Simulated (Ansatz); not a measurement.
# InGa3P4: the cost of one run

Method: DFT PBE, scalar-relativistic, plane waves, PAW, in Ansatz 0.2.0.

**1. The starting structure**

It takes space group P-43m (No. 215, cubic). Conventional cell: a = 5.443 Å, b = 5.443 Å, c = 5.443 Å, α = 90.00°, β = 90.00°, γ = 90.00°. In (site symmetry -43m) has 4 P at 2.36 Å as nearest neighbours. Ga (site symmetry -42m) has 4 P at 2.36 Å as nearest neighbours. P (site symmetry 3m) has 1 In at 2.36 Å and 3 Ga at 2.36 Å as nearest neighbours.

Coordinates:

```
CELL_PARAMETERS angstrom
5.44337 0.00000 0.00000
0.00000 5.44337 0.00000
0.00000 0.00000 5.44337
ATOMIC_POSITIONS crystal
In 0.50000 0.50000 0.50000
Ga 0.00000 0.00000 0.50000
Ga 0.00000 0.50000 0.00000
Ga 0.50000 0.00000 0.00000
P 0.75000 0.75000 0.75000
P 0.75000 0.25000 0.25000
P 0.25000 0.75000 0.25000
P 0.25000 0.25000 0.75000
```

The start is an ordering of an alloy on its end members' structure types: elements ordered on the sites of the GaP type, Ga/In on Ga (P-43m, No. 215).

**2. The guess as it stands, on a coarse mesh**

input.yaml

```yaml
crystal:
  lattice:
    - [5.44337046, 0.0, 0.0]
    - [0.0, 5.44337046, 0.0]
    - [0.0, 0.0, 5.44337046]
  atoms:
    - { symbol: In, position: [0.5, 0.5, 0.5] }
    - { symbol: Ga, position: [0.0, 0.0, 0.5] }
    - { symbol: Ga, position: [0.0, 0.5, 0.0] }
    - { symbol: Ga, position: [0.5, 0.0, 0.0] }
    - { symbol: P, position: [0.75, 0.75, 0.75] }
    - { symbol: P, position: [0.75, 0.25, 0.25] }
    - { symbol: P, position: [0.25, 0.75, 0.25] }
    - { symbol: P, position: [0.25, 0.25, 0.75] }
basis:
  ecutwfc: 420
kpoints:
  mp_grid: { grid: [4, 4, 4] }
hamiltonian:
  xc: pbe
scf:
  occupations: { method: gaussian, width: 0.1 }
  lower_state_search: "off"
output:
  forces: true
  stress: true
  eigenvalues: true
```

The run is started by

```bash
$ ansatz run input.yaml --threads 1 --pin off --max-ram 2560MiB --backend cpu --events-out ev --progress --plain --runs-dir out
```

What time and memory should one allow on 1 thread of Intel Xeon 6975P-C (Granite Rapids), shared host?

About 4.1 s, with a peak of 0.42 GiB.
